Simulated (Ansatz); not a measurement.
# C₃H₆Ge: a ladder of functionals and wavefunction methods

One table from this session's results is given with a row withheld; the runs are named, their logs left out.

Method: functionals in def2-TZVPP, the program's frozen cores in correlated methods; program: Ansatz 0.2.0, Gaussian basis.

The runs, in order: PBE-D4, r2SCAN-D4, PBE0-D4, B3LYP-D4, ωB97X-V, ωB97M-V, B2PLYP; CCSD(T)/def2-TZVPP; MP2/def2-QZVPP; extrapolation to the limit.

### Structure used throughout

All runs share one geometry, relaxed beforehand with PBE0-D4 in a triple-zeta def2 set.

SMILES `C[C]1=[CH][GeH2]1`, 10 atoms, charge 0, spin multiplicity 1.

Atoms are counted from 1 here; the program's logs count them from 0.

Bond lengths: C1–C2 1.477 Å, C1–H5 1.093 Å, C1–H6 1.093 Å, C1–H7 1.094 Å, C2–C3 1.322 Å, C2–Ge4 1.919 Å, C3–Ge4 1.907 Å, C3–H8 1.085 Å, Ge4–H9 1.532 Å, Ge4–H10 1.532 Å. Angles: C2–C1–H5 110.5°, C2–C1–H6 110.5°, C2–C1–H7 111.5°, H5–C1–H6 106.8°, H5–C1–H7 108.7°, H6–C1–H7 108.7°, C1–C2–C3 139.4°, C1–C2–Ge4 151.3°, C3–C2–Ge4 69.3°, C2–C3–Ge4 70.3°, C2–C3–H8 136.9°, Ge4–C3–H8 152.8°, C2–Ge4–C3 40.4°, C2–Ge4–H9 120.7°, C2–Ge4–H10 120.7°, C3–Ge4–H9 120.3°, C3–Ge4–H10 120.3°, H9–Ge4–H10 114.6°.

The first run:

The input, in.yaml:

```yaml
crystal:
  periodic: [false, false, false]
  atoms:
    - {symbol: C, position_ang: [-0.999926, 0.782087, -0.965654]}
    - {symbol: C, position_ang: [-0.112437, -0.040212, -0.118069]}
    - {symbol: C, position_ang: [0.153228, -1.313413, 0.117260]}
    - {symbol: Ge, position_ang: [1.259487, -0.212087, 1.212930]}
    - {symbol: H, position_ang: [-0.412084, 1.448351, -1.602514]}
    - {symbol: H, position_ang: [-1.637929, 1.418688, -0.346908]}
    - {symbol: H, position_ang: [-1.636411, 0.159505, -1.601546]}
    - {symbol: H, position_ang: [-0.196961, -2.275419, -0.240857]}
    - {symbol: H, position_ang: [0.934438, -0.025971, 2.698418]}
    - {symbol: H, position_ang: [2.731598, 0.007372, 0.850038]}
basis:
  gaussian: {orbitals: def2-TZVPP}
hamiltonian: {xc: pbe, dispersion: d4}
output: {forces: true, orbitals: {seedname: orbitals}}
```

The run is started by

```console
$ ansatz run in.yaml --threads 4 --pin off --events-out ev --progress --plain --max-ram 10444MiB
```

Steps of the session up to this table: PBE-D4 (GGA); r2SCAN-D4 (meta-GGA); PBE0-D4 (hybrid); B3LYP-D4 (hybrid); ωB97X-V (range-separated); ωB97M-V (range-separated); B2PLYP (double hybrid); CCSD(T) in def2-TZVPP; MP2 in def2-QZVPP.

One table of the session follows, with a row left open; its other results are not shown here.

It belongs to the step «Atomisation energies». 

```
            method  atomisation energy (kJ/mol)
            PBE-D4                       3751.2
         r2SCAN-D4                       3688.9
           PBE0-D4                       3695.0
          B3LYP-D4                       3660.5
           ωB97X-V                       3676.1
           ωB97M-V                       3666.4
            B2PLYP                       3632.8
     HF/def2-TZVPP                       2671.2
    MP2/def2-TZVPP                       3640.8
   CCSD/def2-TZVPP                            ?
CCSD(T)/def2-TZVPP                       3595.6
           MP2/CBS                       3721.0
       CCSD(T)/CBS                       3675.8
```

Q: Estimate the row for CCSD/def2-TZVPP from the others.

**Answer.** atomisation energy (kJ/mol): 3534.9. In the column «atomisation energy (kJ/mol)» it lies between HF/def2-TZVPP (2671.2) and CCSD(T)/def2-TZVPP (3595.6).

Limits of these values: Free atoms (3 C, 1 Ge, 6 H) were run apart at each level; the atomisation energy is their sum less the molecule, without zero-point or spin-orbit terms.
